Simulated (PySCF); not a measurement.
**Pb(OH)2: other functionals and bases at one geometry**

An exercise on one series of results from a longer session: the logs are not shown, and one member is left open.

The runs use PySCF 2.14.0; several levels, as the steps say, no spin–orbit coupling.

1 further run of the same task is left out (for a known fault of the program).

### Starting geometry

5 atoms, charge 0, spin multiplicity 1.

Bond lengths: Pb1–O2 2.102 Å, Pb1–O4 2.102 Å, O2–H3 0.965 Å, O4–H5 0.965 Å. Angles: O2–Pb1–O4 91.1°, Pb1–O2–H3 111.9°, Pb1–O4–H5 111.9°.

Geometry (Å):

```mol
H2O2Pb
  3D, bonds by distance, orders not assigned

  5  4  0  0  0  0  0  0  0  0999 V2000
   -0.0000   -0.0000   -0.4229 Pb  0  0
    1.5008   -0.0395    1.0487 O   0  0
    2.3842   -0.0643    0.6607 H   0  0
   -1.5008    0.0395    1.0487 O   0  0
   -2.3842    0.0643    0.6607 H   0  0
  1  2  8  0
  1  4  8  0
  2  3  8  0
  4  5  8  0
M  END
```

Formal oxidation states: Pb +2. An earlier session relaxed this geometry at PBE0, Pb def2-SVP with ECP60, O def2-SVP, H def2-SVP (singlet, point group C2v).

At PBE0 on the finer grid: E = -344.258194 Eh, HOMO -7.03 eV, LUMO -1.86 eV, Mulliken charge on Pb1 +0.70 e, largest force component 0.005 eV/Å. 

Levels to run: B3LYP; TPSSh; PBE0, TZVP. Hardware: 2 threads of Intel Xeon at 2.50GHz (Skylake/Cascade Lake), shared host.

The first run:

File run.py (the lines that set the calculation):

```python
mol = gto.M(atom='''
Pb     0.00000     0.00000    -0.42290
O      1.50077    -0.03949     1.04872
H      2.38423    -0.06430     0.66072
O     -1.50077     0.03949     1.04872
H     -2.38423     0.06430     0.66072''',
    basis={'Pb': 'def2-SVP', 'O': 'def2-SVP', 'H': 'def2-SVP'},
    ecp={'Pb': 'def2-SVP'},
    charge=0, spin=0)
mf = dft.RKS(mol, xc='B3LYP')
mf.grids.atom_grid = (75, 302)
mf = mf.density_fit()  # fitting sets: Pb def2-universal-JKFIT, O def2-universal-JKFIT, H def2-universal-JKFIT
mf.conv_tol = 1e-08; mf.max_cycle = 55
mf.kernel(dm0)  # dm0: the density of the relaxed state
```

On the command line:

```bash
OMP_NUM_THREADS=2 python run.py
```

Steps of the session up to this table: B3LYP; TPSSh; PBE0, TZVP.

One table of the session follows, with a row left open; its other results are not shown here.

```
              level  HOMO (eV)  gap (eV)  charge on Pb1 (e)  dipole (D)  largest force component (eV/Å)
PBE0 (relaxed here)      -7.03      5.17               0.70        4.57                            0.00
              B3LYP      -6.80      4.71               0.67        4.44                            0.37
              TPSSh          ?         ?                  ?           ?                               ?
         PBE0, TZVP      -7.33      5.26               0.81        4.88                            0.53
```

Estimate the missing values for TPSSh.

As computed: HOMO (eV): -6.30; gap (eV): 4.16; charge on Pb1 (e): 0.66; dipole (D): 4.32; largest force component (eV/Å): 0.34. In the column «HOMO (eV)» it is the highest.

In one basis the HOMO–LUMO gap runs from 4.16 eV (TPSSh) to 5.17 eV (PBE0). The largest leftover force, 0.53 eV/Å with PBE0, TZVP, stands at a geometry relaxed at another level. Total energies of different levels can't be compared.
